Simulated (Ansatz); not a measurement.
# CH₆Ge + NH₃: a complex and its separated parts

Aim: how far the complex at one end of a reaction step lies below its separated, relaxed parts, level by level.

Program: Ansatz 0.2.0, Gaussian basis. Level of theory: PBE0-D4/def2-TZVP structures, single points in def2-TZVPP, no counterpoise correction. These are calculated values, not measurements.

Levels: SPW92, PBE-D4, BLYP-D4, r2SCAN-D4, B97M-V, PBE0-D4, B3LYP-D4, r2SCAN0-D4, BHLYP-D4, CAM-B3LYP-D4, wB97X-V, wB97M-V, B2PLYP, PBE-QIDH, RPA on PBE, Hartree-Fock, MP2, CCSD, CCSD(T).

Cores are frozen in the correlated methods. Filled d shells of the heavier atoms are correlated. B3LYP uses VWN-RPA correlation. B2PLYP carries no dispersion term here.

94 further runs of the same task are left out: 94 set aside as unsound or not needed.

## (1) Starting geometry

The complex: 12 atoms, charge 0, spin multiplicity 1.

Atoms are counted from 1 here; the program's logs count them from 0.

Bond lengths: Ge1–H3 1.541 Å, Ge1–H4 1.544 Å, Ge1–C5 1.948 Å, Ge1–H7 1.541 Å, N2–H6 1.013 Å, N2–H8 1.013 Å, N2–H9 1.013 Å, C5–H10 1.091 Å, C5–H11 1.090 Å, C5–H12 1.091 Å. Angles: H3–Ge1–H4 107.6°, H3–Ge1–C5 111.2°, H3–Ge1–H7 108.4°, H4–Ge1–C5 110.8°, H4–Ge1–H7 107.6°, C5–Ge1–H7 111.2°, H6–N2–H8 107.0°, H6–N2–H9 107.2°, H8–N2–H9 107.2°, Ge1–C5–H10 110.4°, Ge1–C5–H11 108.0°, Ge1–C5–H12 110.4°, H10–C5–H11 109.6°, H10–C5–H12 108.7°, H11–C5–H12 109.6°.

Geometry (Å):

```mol
CH9GeN
  3D, bonds by distance, orders not assigned

 12 10  0  0  0  0  0  0  0  0999 V2000
   -1.3251    0.6273   -0.0764 Ge  0  0
    1.3533   -1.1804    1.2273 N   0  0
   -1.7383   -0.8242    0.2329 H   0  0
   -2.5981    1.3959   -0.4907 H   0  0
    0.0121    0.6925   -1.4911 C   0  0
    1.3352   -0.5579    2.0260 H   0  0
   -0.7959    1.2688    1.2204 H   0  0
    0.6835   -1.9174    1.4113 H   0  0
    2.2706   -1.6088    1.2021 H   0  0
    0.2914    1.7251   -1.7039 H   0  0
    0.8881    0.1390   -1.1535 H   0  0
   -0.3770    0.2402   -2.4042 H   0  0
  1  3  8  0
  1  4  8  0
  1  5  8  0
  1  7  8  0
  2  6  8  0
  2  8  8  0
  2  9  8  0
  5 10  8  0
  5 11  8  0
  5 12  8  0
M  END
```

Its parts: CH₆Ge holds atoms 1, 3, 4, 5, 7, 10, 11, 12; NH₃ holds atoms 2, 6, 8, 9. Each part counts its atoms afresh in its own runs.

## (2) Relaxing CH₆Ge alone

Contents of relax-a/in.yaml:

```yaml
crystal:
  periodic: [false, false, false]
  atoms:
    - {symbol: Ge, position_ang: [-1.325052, 0.627263, -0.076429]}
    - {symbol: H, position_ang: [-1.738330, -0.824227, 0.232850]}
    - {symbol: H, position_ang: [-2.598100, 1.395879, -0.490704]}
    - {symbol: C, position_ang: [0.012103, 0.692484, -1.491146]}
    - {symbol: H, position_ang: [-0.795873, 1.268801, 1.220354]}
    - {symbol: H, position_ang: [0.291439, 1.725136, -1.703877]}
    - {symbol: H, position_ang: [0.888144, 0.138956, -1.153533]}
    - {symbol: H, position_ang: [-0.377034, 0.240167, -2.404184]}
basis:
  gaussian: {orbitals: def2-TZVP}
hamiltonian: {xc: pbe0, dispersion: d4}
relax: {f_tol: 0.005, max_steps: 200}
```

Launch:

```
ansatz run in.yaml --threads 4 --pin off --events-out ev --progress --plain --max-ram 9574MiB
```

Further steps of the session: Relaxing NH₃ alone; SPW92/def2-TZVPP; PBE-D4/def2-TZVPP; BLYP-D4/def2-TZVPP; r2SCAN-D4/def2-TZVPP; B97M-V/def2-TZVPP; PBE0-D4/def2-TZVPP; B3LYP-D4/def2-TZVPP; r2SCAN0-D4/def2-TZVPP; BHLYP-D4/def2-TZVPP; CAM-B3LYP-D4/def2-TZVPP; wB97X-V/def2-TZVPP; wB97M-V/def2-TZVPP; B2PLYP/def2-TZVPP; PBE-QIDH/def2-TZVPP; RPA on PBE/def2-TZVPP; CCSD(T)/def2-TZVPP; Vibrations of CH₆Ge; Vibrations of NH₃.

Q: Predict the outcome of this session. Wanted: complex less parts, CCSD(T)/def2-TZVPP; with zero-point energy; largest T1 diagnostic.

The runs gave:

| quantity | value |
| --- | --- |
| complex less parts, CCSD(T)/def2-TZVPP | -0.109 eV |
| with zero-point energy | -0.072 eV |
| largest T1 diagnostic | 0.010 |

What this shows: At CCSD(T) the complex lies 0.109 eV below its parts. Among the functionals r2SCAN-D4 lands nearest to CCSD(T) (-0.001 eV) and SPW92 farthest (-0.071 eV). Mean unsigned error by rung: LDA 0.071, GGA 0.013, meta-GGA 0.010, hybrid 0.009, range-separated hybrid 0.011, double hybrid 0.027 eV. PBE-D4 gives a relative energy 0.020 eV too low, an error of 19 % of the reference. No counterpoise was applied, and triple zeta lacks some correlation, so the CCSD(T) reference has a basis error of its own, and close matches with it are partly luck.
